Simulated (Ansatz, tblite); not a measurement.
# Si20H28 off sphere (Si₂₀H₂₈): charged states by level of theory, part 2 of 3

What does removing or adding an electron cost or gain for Si20H28 off sphere (Si₂₀H₂₈)? Each charged state is run at several levels.

Ansatz 0.2.0, Gaussian basis; as each input shows. Earlier steps stand in the parts before.

## 10. Relaxing the charge -1 doublet

The input, in.yaml:

```yaml
crystal:
  periodic: [false, false, false]
  atoms:
    - {symbol: Si, position_ang: [-3.886575, 1.932956, -0.275912]}
    - {symbol: Si, position_ang: [-1.386293, -3.159389, 2.754769]}
    - {symbol: Si, position_ang: [1.680507, -3.431049, -0.367575]}
    - {symbol: Si, position_ang: [-1.062614, 2.082599, -2.977626]}
    - {symbol: Si, position_ang: [1.601633, -0.672439, -2.971103]}
    - {symbol: Si, position_ang: [-1.083289, -0.677055, -0.271214]}
    - {symbol: Si, position_ang: [-1.135209, 1.884805, 2.529726]}
    - {symbol: Si, position_ang: [1.640751, -0.700171, 2.414774]}
    - {symbol: Si, position_ang: [1.628300, 2.055106, -0.249043]}
    - {symbol: Si, position_ang: [4.343703, -0.685929, -0.256909]}
    - {symbol: Si, position_ang: [-2.529188, -1.884051, 1.137413]}
    - {symbol: Si, position_ang: [-2.415818, 0.700041, -1.639041]}
    - {symbol: Si, position_ang: [-2.753401, 3.159674, 1.387499]}
    - {symbol: Si, position_ang: [0.247804, -2.055223, -1.628255]}
    - {symbol: Si, position_ang: [0.278398, -1.932962, 3.886390]}
    - {symbol: Si, position_ang: [2.978311, -2.082827, 1.060632]}
    - {symbol: Si, position_ang: [0.253778, 0.685419, -4.343839]}
    - {symbol: Si, position_ang: [0.366949, 3.430797, -1.681316]}
    - {symbol: Si, position_ang: [2.970119, 0.672129, -1.603698]}
    - {symbol: Si, position_ang: [0.272193, 0.677132, 1.083200]}
    - {symbol: H, position_ang: [-4.697794, 2.882449, -1.124289]}
    - {symbol: H, position_ang: [-4.843303, 0.979083, 0.395478]}
    - {symbol: H, position_ang: [-2.379895, -3.680485, 3.765651]}
    - {symbol: H, position_ang: [-0.749276, -4.346828, 2.080412]}
    - {symbol: H, position_ang: [2.605108, -4.162190, -1.311791]}
    - {symbol: H, position_ang: [0.908245, -4.458933, 0.418775]}
    - {symbol: H, position_ang: [-1.939991, 2.960375, -3.840941]}
    - {symbol: H, position_ang: [2.491856, -1.546595, -3.826212]}
    - {symbol: H, position_ang: [-1.845958, 0.890528, 3.414836]}
    - {symbol: H, position_ang: [-0.303350, 2.778723, 3.416925]}
    - {symbol: H, position_ang: [2.557788, 0.184119, 3.230575]}
    - {symbol: H, position_ang: [2.514611, 2.889169, 0.647248]}
    - {symbol: H, position_ang: [5.256903, -1.517920, -1.124853]}
    - {symbol: H, position_ang: [5.196902, 0.179087, 0.638690]}
    - {symbol: H, position_ang: [-3.417714, -2.777435, 0.306388]}
    - {symbol: H, position_ang: [-3.413056, -0.889210, 1.848935]}
    - {symbol: H, position_ang: [-3.232050, -0.184421, -2.555534]}
    - {symbol: H, position_ang: [-3.763371, 3.681385, 2.381713]}
    - {symbol: H, position_ang: [-2.079335, 4.346761, 0.749492]}
    - {symbol: H, position_ang: [-0.649251, -2.889208, -2.513868]}
    - {symbol: H, position_ang: [1.127213, -2.882498, 4.697100]}
    - {symbol: H, position_ang: [-0.392196, -0.978912, 4.843496]}
    - {symbol: H, position_ang: [3.842188, -2.960605, 1.937465]}
    - {symbol: H, position_ang: [-0.642525, -0.179775, -5.196120]}
    - {symbol: H, position_ang: [1.121006, 1.517151, -5.257954]}
    - {symbol: H, position_ang: [1.310799, 4.161032, -2.607009]}
    - {symbol: H, position_ang: [-0.418262, 4.459421, -0.908880]}
    - {symbol: H, position_ang: [3.824642, 1.546139, -2.494623]}
basis:
  gaussian: {orbitals: def2-SVP, fitting: {mean_field: def2-universal-jkfit}}
total_charge: -1
magnetization: {spin_polarized: true, initial_magnetization: 1}
hamiltonian: {xc: pbe, dispersion: d4}
scf: {lower_state_search: "off"}
output: {orbitals: {seedname: orbitals}}
relax: {f_tol: 0.03, max_steps: 70}
```

The run is started by

```
ansatz run in.yaml --threads 2 --pin off --events-out ev --progress --plain --max-ram 20480MiB --backend cuda --devices 0, --max-vram 18GiB
```

What it wrote:

```text
Functional definition: PBE
  name "PBE"
  cite "Perdew, Burke & Ernzerhof, Phys. Rev. Lett. 77, 3865 (1996) doi:10.1103/PhysRevLett.77.3865"
  parent pbe
  parameter kappa = 0.804
  parameter beta = 0.06672455060314922
  exchange = pbe_x(kappa = kappa, mu = beta*pi^2/3)
  correlation = pbe_c(beta = beta)
these checks for a lower state are left out or cut short: stability, starts, cluster_reference, orbital_swaps, neighbouring_geometries, increment
3064 factors; integrals over basis functions are off by at most 3.2e-1 eV
mean field evaluation 1: about -157877.5798 eV, gradient 2.6e1 eV
mean field evaluation 2: about -157870.1279 eV, gradient 4.4e1 eV
mean field evaluation 4: about -157883.4879 eV, gradient 3.2e0 eV
mean field evaluation 8: about -157883.5396 eV, gradient 2.7e-1 eV
mean field evaluation 16: about -157883.5403 eV, gradient 1.4e-3 eV
mean field -157883.54027776 eV, -5802.1130879006 hartree, gradient 2.2e-6 eV, S^2 0.751196; 0 other end points of the search recorded, 0 dependent functions left out
the calculation of the forces begins
reference -157883.54036702 eV, -5802.1130911805 hartree; 155, 154 occupied and 345, 346 virtual orbitals, 3064 factors
relax step   1: F+E_penalty+E_count = -157887.01471355 eV  Δ(F+E_penalty+E_count) = +0.000e0 eV  max|allowed force component| = 5.159e-1 eV/Å  Δτ_max = 0.0000 Å  (25 SCF iters, accepted)
these checks for a lower state are left out or cut short: stability, starts, cluster_reference, orbital_swaps, neighbouring_geometries, increment
3064 factors; integrals over basis functions are off by at most 3.3e-1 eV
mean field evaluation 32: about -157883.6731 eV, gradient 4.6e-1 eV
mean field -157883.68803982 eV, -5802.1185180559 hartree, gradient 1.6e-6 eV, S^2 0.751343; 0 other end points of the search recorded, 0 dependent functions left out
the calculation of the forces begins
reference -157883.68812898 eV, -5802.1185213326 hartree; 155, 154 occupied and 345, 346 virtual orbitals, 3064 factors
relax step   2: F+E_penalty+E_count = -157887.13678431 eV  Δ(F+E_penalty+E_count) = -1.221e-1 eV  max|allowed force component| = 1.470e-1 eV/Å  Δτ_max = 0.1957 Å  (31 SCF iters, accepted)
these checks for a lower state are left out or cut short: stability, starts, cluster_reference, orbital_swaps, neighbouring_geometries, increment
3064 factors; integrals over basis functions are off by at most 3.3e-1 eV
mean field -157883.74003548 eV, -5802.1204288613 hartree, gradient 2.3e-6 eV, S^2 0.751316; 0 other end points of the search recorded, 0 dependent functions left out
the calculation of the forces begins
reference -157883.74012501 eV, -5802.1204321515 hartree; 155, 154 occupied and 345, 346 virtual orbitals, 3064 factors
relax step   3: F+E_penalty+E_count = -157887.18781140 eV  Δ(F+E_penalty+E_count) = -5.103e-2 eV  max|allowed force component| = 4.890e-2 eV/Å  Δτ_max = 0.0646 Å  (28 SCF iters, accepted)
[... from here on, the SCF cycles and remarks between the steps are left out ...]
relax step   4: F+E_penalty+E_count = -157887.19554290 eV  Δ(F+E_penalty+E_count) = -7.732e-3 eV  max|allowed force component| = 1.056e-1 eV/Å  Δτ_max = 0.1140 Å  (27 SCF iters, accepted)
relax step   5: F+E_penalty+E_count = -157887.20245707 eV  Δ(F+E_penalty+E_count) = -6.914e-3 eV  max|allowed force component| = 2.897e-2 eV/Å  Δτ_max = 0.0246 Å  (23 SCF iters, accepted)
relax step   6: F+E_penalty+E_count = -157887.20269646 eV  Δ(F+E_penalty+E_count) = -2.394e-4 eV  max|allowed force component| = 3.304e-2 eV/Å  Δτ_max = 0.0132 Å  (23 SCF iters, accepted)
relax step   7: F+E_penalty+E_count = -157887.20514021 eV  Δ(F+E_penalty+E_count) = -2.444e-3 eV  max|allowed force component| = 2.604e-2 eV/Å  Δτ_max = 0.0252 Å  (25 SCF iters, accepted)
relax step   8: F+E_penalty+E_count = -157887.21407296 eV  Δ(F+E_penalty+E_count) = -8.933e-3 eV  max|allowed force component| = 8.227e-2 eV/Å  Δτ_max = 0.1027 Å  (28 SCF iters, accepted)
relax step   9: F+E_penalty+E_count = -157887.23634787 eV  Δ(F+E_penalty+E_count) = -2.227e-2 eV  max|allowed force component| = 1.789e-1 eV/Å  Δτ_max = 0.1940 Å  (31 SCF iters, accepted)
relax step  10: F+E_penalty+E_count = -157887.21457624 eV  Δ(F+E_penalty+E_count) = +2.177e-2 eV  max|allowed force component| = 3.842e-1 eV/Å  Δτ_max = 0.1911 Å  (27 SCF iters, rejected (line search))
relax step  11: F+E_penalty+E_count = -157887.28909276 eV  Δ(F+E_penalty+E_count) = -5.274e-2 eV  max|allowed force component| = 1.234e-1 eV/Å  Δτ_max = 0.0942 Å  (27 SCF iters, accepted)
relax step  12: F+E_penalty+E_count = -157887.31825447 eV  Δ(F+E_penalty+E_count) = -2.916e-2 eV  max|allowed force component| = 1.789e-1 eV/Å  Δτ_max = 0.0960 Å  (25 SCF iters, accepted)
relax step  13: F+E_penalty+E_count = -157887.33769902 eV  Δ(F+E_penalty+E_count) = -1.944e-2 eV  max|allowed force component| = 1.315e-1 eV/Å  Δτ_max = 0.0921 Å  (22 SCF iters, accepted)
relax step  14: F+E_penalty+E_count = -157887.33619279 eV  Δ(F+E_penalty+E_count) = +1.506e-3 eV  max|allowed force component| = 2.140e-1 eV/Å  Δτ_max = 0.2000 Å  (25 SCF iters, rejected (line search))
relax step  15: F+E_penalty+E_count = -157887.36407814 eV  Δ(F+E_penalty+E_count) = -2.638e-2 eV  max|allowed force component| = 3.611e-2 eV/Å  Δτ_max = 0.0972 Å  (21 SCF iters, accepted)
relax step  16: F+E_penalty+E_count = -157887.37277726 eV  Δ(F+E_penalty+E_count) = -8.699e-3 eV  max|allowed force component| = 8.176e-2 eV/Å  Δτ_max = 0.0976 Å  (20 SCF iters, accepted)
relax step  17: F+E_penalty+E_count = -157887.37568475 eV  Δ(F+E_penalty+E_count) = -2.907e-3 eV  max|allowed force component| = 5.084e-2 eV/Å  Δτ_max = 0.0665 Å  (20 SCF iters, accepted)
relax step  18: F+E_penalty+E_count = -157887.37815838 eV  Δ(F+E_penalty+E_count) = -2.474e-3 eV  max|allowed force component| = 2.258e-2 eV/Å  Δτ_max = 0.0341 Å  (21 SCF iters, accepted)
relax step  19: F+E_penalty+E_count = -157887.38047245 eV  Δ(F+E_penalty+E_count) = -2.314e-3 eV  max|allowed force component| = 3.570e-2 eV/Å  Δτ_max = 0.0651 Å  (21 SCF iters, accepted)
relax step  20: F+E_penalty+E_count = -157887.38193872 eV  Δ(F+E_penalty+E_count) = -1.466e-3 eV  max|allowed force component| = 4.869e-2 eV/Å  Δτ_max = 0.0540 Å  (21 SCF iters, accepted)
relax step  21: F+E_penalty+E_count = -157887.38004686 eV  Δ(F+E_penalty+E_count) = +1.892e-3 eV  max|allowed force component| = 6.461e-2 eV/Å  Δτ_max = 0.1758 Å  (20 SCF iters, rejected (line search))
relax step  22: F+E_penalty+E_count = -157887.38311056 eV  Δ(F+E_penalty+E_count) = -1.172e-3 eV  max|allowed force component| = 3.976e-2 eV/Å  Δτ_max = 0.0860 Å  (21 SCF iters, accepted)
these checks for a lower state are left out or cut short: stability, starts, cluster_reference, orbital_swaps, neighbouring_geometries, increment
3064 factors; integrals over basis functions are off by at most 3.3e-1 eV
mean field -157883.93490683 eV, -5802.1275902514 hartree, gradient 1.3e-6 eV, S^2 0.753261; 0 other end points of the search recorded, 0 dependent functions left out
the calculation of the forces begins
reference -157883.93499450 eV, -5802.1275934730 hartree; 155, 154 occupied and 345, 346 virtual orbitals, 3064 factors
relax step  23: F+E_penalty+E_count = -157887.38446722 eV  Δ(F+E_penalty+E_count) = -1.357e-3 eV  max|allowed force component| = 2.184e-2 eV/Å  Δτ_max = 0.0493 Å  (21 SCF iters, accepted)
Total energy: -157887.38455489 eV, -5802.2543624790 hartree
Atom 0 at    -4.099524     1.862233    -0.366232 Å, force    -0.009681     0.003799    -0.000671 eV/Å
Atom 1 at    -1.246669    -3.270238     2.733063 Å, force     0.005525    -0.002357     0.001165 eV/Å
Atom 2 at     1.715492    -3.506034    -0.446580 Å, force     0.005066    -0.005220    -0.004594 eV/Å
Atom 3 at    -1.056898     2.156562    -2.738796 Å, force     0.012326     0.000464    -0.000057 eV/Å
Atom 4 at     1.556538    -0.645575    -2.830501 Å, force    -0.003387     0.007251     0.002062 eV/Å
Atom 5 at    -1.030416    -0.578544    -0.051178 Å, force     0.012479     0.003145     0.007723 eV/Å
Atom 6 at    -1.376923     2.347801     2.224004 Å, force    -0.010174    -0.007310     0.020148 eV/Å
Atom 7 at     1.787271    -0.868869     2.324331 Å, force    -0.006547    -0.004504    -0.009437 eV/Å
Atom 8 at     1.677796     1.985976    -0.037666 Å, force    -0.007252    -0.007201    -0.006185 eV/Å
Atom 9 at     4.392037    -0.885285    -0.300333 Å, force     0.007258     0.001031    -0.009623 eV/Å
Atom 10 at    -2.469010    -1.844252     1.312886 Å, force    -0.002362     0.011568    -0.004123 eV/Å
Atom 11 at    -2.401142     0.682198    -1.490477 Å, force    -0.021838    -0.002456     0.002618 eV/Å
Atom 12 at    -3.096667     3.470237     1.025328 Å, force     0.011482     0.009627     0.000203 eV/Å
Atom 13 at     0.207271    -2.001344    -1.454446 Å, force    -0.000054    -0.001848     0.000328 eV/Å
Atom 14 at     0.488590    -2.119177     3.838296 Å, force    -0.000937    -0.008593     0.010183 eV/Å
Atom 15 at     3.121531    -2.346491     1.039769 Å, force    -0.009341     0.007937     0.002354 eV/Å
Atom 16 at     0.251103     0.800651    -4.153815 Å, force    -0.006660    -0.004578    -0.012292 eV/Å
Atom 17 at     0.462002     3.416413    -1.453575 Å, force    -0.005243     0.018017     0.004418 eV/Å
Atom 18 at     2.980559     0.617424    -1.444777 Å, force     0.010152    -0.003488     0.004830 eV/Å
Atom 19 at     0.260792     0.764553     1.378990 Å, force    -0.008737     0.008051     0.010862 eV/Å
Atom 20 at    -5.037248     2.484723    -1.381373 Å, force     0.011153    -0.010133     0.013212 eV/Å
Atom 21 at    -4.927640     0.894523     0.451241 Å, force     0.009217     0.004465    -0.008976 eV/Å
Atom 22 at    -2.177429    -3.920449     3.736952 Å, force     0.001568     0.000837     0.001535 eV/Å
Atom 23 at    -0.663235    -4.391603     1.908364 Å, force     0.001395    -0.001477     0.000857 eV/Å
Atom 24 at     2.532547    -4.138150    -1.555448 Å, force    -0.002570     0.002841     0.004528 eV/Å
Atom 25 at     0.990202    -4.638290     0.242451 Å, force    -0.000283    -0.001366     0.002003 eV/Å
Atom 26 at    -1.915018     3.072951    -3.587822 Å, force     0.003228     0.001949     0.000692 eV/Å
Atom 27 at     2.395289    -1.523963    -3.737716 Å, force     0.000032     0.002487     0.003868 eV/Å
Atom 28 at    -2.153725     1.557703     3.263797 Å, force     0.020316     0.016730    -0.019799 eV/Å
Atom 29 at    -0.619024     3.403004     3.010983 Å, force    -0.013907    -0.016211    -0.015232 eV/Å
Atom 30 at     2.768818    -0.089868     3.182365 Å, force     0.002302    -0.002118     0.001806 eV/Å
Atom 31 at     2.632278     2.837598     0.777144 Å, force     0.000185    -0.001703    -0.003917 eV/Å
Atom 32 at     5.226583    -1.635241    -1.318717 Å, force    -0.000727     0.002358     0.003889 eV/Å
Atom 33 at     5.364956    -0.105394     0.559038 Å, force    -0.000837    -0.001668     0.001172 eV/Å
Atom 34 at    -3.449270    -2.659746     0.497487 Å, force     0.000869     0.002982     0.001734 eV/Å
Atom 35 at    -3.283754    -0.902797     2.169135 Å, force     0.002697    -0.002481    -0.003747 eV/Å
Atom 36 at    -3.043766    -0.266617    -2.486674 Å, force     0.000659    -0.002680    -0.000073 eV/Å
Atom 37 at    -4.197047     4.171681     1.811694 Å, force     0.008168    -0.003399    -0.005916 eV/Å
Atom 38 at    -2.514742     4.518860     0.104214 Å, force    -0.009296    -0.009909     0.007165 eV/Å
Atom 39 at    -0.755666    -2.776557    -2.334173 Å, force    -0.002550    -0.003116    -0.000757 eV/Å
Atom 40 at     1.290301    -3.132047     4.631059 Å, force    -0.008553     0.008203    -0.003966 eV/Å
Atom 41 at    -0.168452    -1.205580     4.849957 Å, force     0.002097    -0.004169    -0.008940 eV/Å
Atom 42 at     4.076725    -3.355301     1.671930 Å, force     0.003138    -0.002053     0.001523 eV/Å
Atom 43 at    -0.637592    -0.001409    -5.080187 Å, force     0.004235     0.005522     0.004535 eV/Å
Atom 44 at     1.151479     1.644371    -5.031560 Å, force    -0.004646    -0.003483     0.004708 eV/Å
Atom 45 at     1.397201     4.105873    -2.430329 Å, force    -0.003307    -0.001973     0.005755 eV/Å
Atom 46 at    -0.246275     4.514077    -0.697552 Å, force     0.003901    -0.004211    -0.007125 eV/Å
Atom 47 at     3.839764     1.499381    -2.334572 Å, force    -0.000561     0.000445    -0.000443 eV/Å
Dipole moment:     0.050402    -0.166292    -0.397761 e Å
Checks for a lower state left out: stability, starts, cluster_reference, orbital_swaps, neighbouring_geometries, increment
```

It took 2.3 min on 1 × H100 (card shared with other runs) with 2 threads of AMD EPYC 7R13, shared host; peak host memory 1.1 GiB.

Along the way: (the energy doesn't fall at every step)

| step | energy from step 1 (eV) | largest force component (eV/Å) |
| --- | --- | --- |
| 1 | 0.0000 | 0.5159 |
| 2 | -0.1221 | 0.1470 |
| 3 | -0.1731 | 0.0489 |
| 4 | -0.1808 | 0.1056 |
| 5 | -0.1877 | 0.0290 |
| 6 | -0.1880 | 0.0330 |
| 7 | -0.1904 | 0.0260 |
| 8 | -0.1994 | 0.0823 |
| 9 | -0.2216 | 0.1789 |
| 10 | -0.1999 | 0.3842 |
| 11 | -0.2744 | 0.1234 |
| 12 | -0.3035 | 0.1789 |
| 13 | -0.3230 | 0.1315 |
| 14 | -0.3215 | 0.2140 |
| 15 | -0.3494 | 0.0361 |
| 16 | -0.3581 | 0.0818 |
| 17 | -0.3610 | 0.0508 |
| 18 | -0.3634 | 0.0226 |
| 19 | -0.3658 | 0.0357 |
| 20 | -0.3672 | 0.0487 |
| 21 | -0.3653 | 0.0646 |
| 22 | -0.3684 | 0.0398 |
| 23 | -0.3698 | 0.0218 |

The force was under the threshold of 0.03 eV/Å already at step 5, but the program went on to step 23.

Close pairs (by a distance rule), those that changed most:

| bond | before (Å) | after (Å) | change (Å) |
| --- | --- | --- | --- |
| Si7–Si20 | 2.352 | 2.430 | +0.078 |
| Si8–Si20 | 2.354 | 2.427 | +0.073 |
| Si7–Si13 | 2.356 | 2.378 | +0.022 |
| Si8–Si16 | 2.353 | 2.369 | +0.017 |
| Si16–H43 | 1.512 | 1.526 | +0.015 |
| Si13–H38 | 1.510 | 1.524 | +0.013 |
| Si7–H29 | 1.509 | 1.519 | +0.010 |
| Si7–H30 | 1.509 | 1.519 | +0.010 |

[end of part 2 of 3]
